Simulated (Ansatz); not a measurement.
# C₃H₉NOS₂W: small, medium and large basis sets

One table from this session's results is given with a row withheld; the runs are named, their logs left out.

Program: Ansatz 0.2.0, Gaussian basis. Level of theory: one geometry, several basis sets. These are calculated values, not measurements.

Levels to be run: PBE0-D4/def2-SVP; ωB97M-V/def2-SVP; PBE0-D4/def2-QZVPP; ωB97M-V/def2-QZVPP; the functionals' def2-TZVPP values are taken from earlier runs.

### The relaxed structure

All runs share one geometry, relaxed beforehand with PBE0-D4 in a triple-zeta def2 set. W takes the def2 core potential; no spin-orbit term is included.

SMILES `C[O][W](=[S])(=[S])[N](C)C`, 17 atoms, charge 0, spin multiplicity 1.

Atoms are counted from 1 here; the program's logs count them from 0.

Bond lengths: C1–O2 1.406 Å, C1–H9 1.094 Å, C1–H10 1.094 Å, C1–H11 1.092 Å, O2–W3 1.863 Å, W3–S4 2.136 Å, W3–S5 2.136 Å, W3–N6 1.921 Å, N6–C7 1.452 Å, N6–C8 1.452 Å, C7–H12 1.097 Å, C7–H13 1.088 Å, C7–H14 1.096 Å, C8–H15 1.097 Å, C8–H16 1.088 Å, C8–H17 1.096 Å. Angles: O2–C1–H9 110.3°, O2–C1–H10 110.3°, O2–C1–H11 108.4°, H9–C1–H10 109.1°, H9–C1–H11 109.3°, H10–C1–H11 109.3°, C1–O2–W3 134.5°, O2–W3–S4 108.9°, O2–W3–S5 109.1°, O2–W3–N6 107.3°, S4–W3–S5 110.5°, S4–W3–N6 110.5°, S5–W3–N6 110.5°, W3–N6–C7 124.1°, W3–N6–C8 123.6°, C7–N6–C8 112.2°, N6–C7–H12 110.2°, N6–C7–H13 111.0° and more.

Set-up of the first run:

The input, in.yaml:

```yaml
crystal:
  periodic: [false, false, false]
  atoms:
    - {symbol: C, position_ang: [0.046825, -3.017627, -1.206899]}
    - {symbol: O, position_ang: [0.138871, -1.773026, -0.558735]}
    - {symbol: W, position_ang: [-0.557017, -0.075449, -0.884397]}
    - {symbol: S, position_ang: [-2.690394, -0.189137, -0.884190]}
    - {symbol: S, position_ang: [0.156015, 0.621704, -2.773334]}
    - {symbol: N, position_ang: [0.054466, 1.072545, 0.529186]}
    - {symbol: C, position_ang: [1.266838, 1.868923, 0.464996]}
    - {symbol: C, position_ang: [-0.672658, 1.277867, 1.769332]}
    - {symbol: H, position_ang: [0.449130, -2.948055, -2.221917]}
    - {symbol: H, position_ang: [-0.996321, -3.343812, -1.256692]}
    - {symbol: H, position_ang: [0.626928, -3.747120, -0.637696]}
    - {symbol: H, position_ang: [1.024212, 2.935488, 0.543969]}
    - {symbol: H, position_ang: [1.793735, 1.701019, -0.471690]}
    - {symbol: H, position_ang: [1.932111, 1.606001, 1.295704]}
    - {symbol: H, position_ang: [-0.955653, 2.332294, 1.872883]}
    - {symbol: H, position_ang: [-1.576038, 0.672312, 1.796387]}
    - {symbol: H, position_ang: [-0.041031, 1.006052, 2.623102]}
basis:
  gaussian: {orbitals: def2-SVP}
hamiltonian: {xc: pbe0, dispersion: d4}
output: {orbitals: {seedname: orbitals}}
```

On the command line:

```
ansatz run in.yaml --threads 4 --pin off --events-out ev --progress --plain --max-ram 66560MiB --backend cpu
```

Among the steps run: PBE0-D4 in def2-SVP; ωB97M-V in def2-SVP; PBE0-D4 in def2-QZVPP; ωB97M-V in def2-QZVPP.

One table of the session follows, with a row left open; its other results are not shown here.

It belongs to the step «Functionals by basis». 

```
functional       basis  HOMO (eV)  LUMO (eV)
   PBE0-D4    def2-SVP      -6.79      -2.16
   PBE0-D4  def2-TZVPP      -6.80      -2.18
   PBE0-D4  def2-QZVPP      -6.82      -2.22
   ωB97M-V    def2-SVP      -8.76      -0.17
   ωB97M-V  def2-TZVPP      -8.79      -0.24
   ωB97M-V  def2-QZVPP          ?          ?
```

Estimate the missing values for ωB97M-V, def2-QZVPP.

As computed: HOMO (eV): -8.82; LUMO (eV): -0.29. In the column «HOMO (eV)» it is the lowest.
